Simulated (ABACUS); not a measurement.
The system is HPbNO4.

```xyz
14
Lattice="4.1204 0.0000 0.0000 -0.0026 6.4274 0.0000 -0.0036 -3.1558 7.7230" Properties=species:S:1:pos:R:3 pbc="T T T"
Pb    1.6221    5.4015    2.2609
Pb    3.6847   -2.1295    5.4628
O     3.7406   -0.6196    3.5241
O     2.2125    0.1221    6.2172
O     2.1985    2.1998    6.9042
O     3.4456    1.6315    5.1997
O     1.6776    3.8915    4.1994
O     0.1533    3.1489    1.5044
O     0.1403    1.0708    0.8189
O     1.3870    1.6408    2.5231
N     2.6083    1.3086    6.1220
N     0.5497    1.9628    1.6006
H     3.7209    0.2709    3.9502
H     1.6584    3.0011    3.7733
```

The cell was built by a generator and needn't be a form met in nature.

Base run:

| Quantity | Value |
| --- | --- |
| Program | ABACUS 3.10.1 |
| Functional | BLYP |
| Potentials or basis | SG15 ONCV 1.2 PBE |
| Cutoff | 1361 eV |
| Density cutoff | 5442 eV |
| Basis | DZP LCAO (the cutoffs set its grid) |
| k mesh | 7 × 5 × 4 |
| Occupations | fermi-dirac, width 0.05 eV |
| Spin | no spin polarisation |

Its results: band gap on the k mesh 3.23 eV, indirect (least direct gap 3.33 eV); pressure 6.6 GPa; largest force 2.313 eV/Å.

The run is repeated on the same cell with these changes: functional from BLYP to AM05. What comes out?

Band gap on the k mesh 3.25 eV, indirect (least direct gap 3.33 eV); pressure 2.7 GPa; largest force 1.426 eV/Å.

AM05 binds more tightly than BLYP, so the same cell stands under less pressure.

Caveats: the atomic orbitals were generated for these runs and aren't a published set; the potentials were made for another functional, which shifts forces and pressure; spin-orbit coupling is left out, which as a rule narrows the gap of such compounds by several tenths of an eV; an odd mesh through Γ misses points on the zone boundary, where band edges often lie; the basis of atomic orbitals isn't converged, which shifts pressures, moduli and gaps.

Not every run made on this cell is shown here.
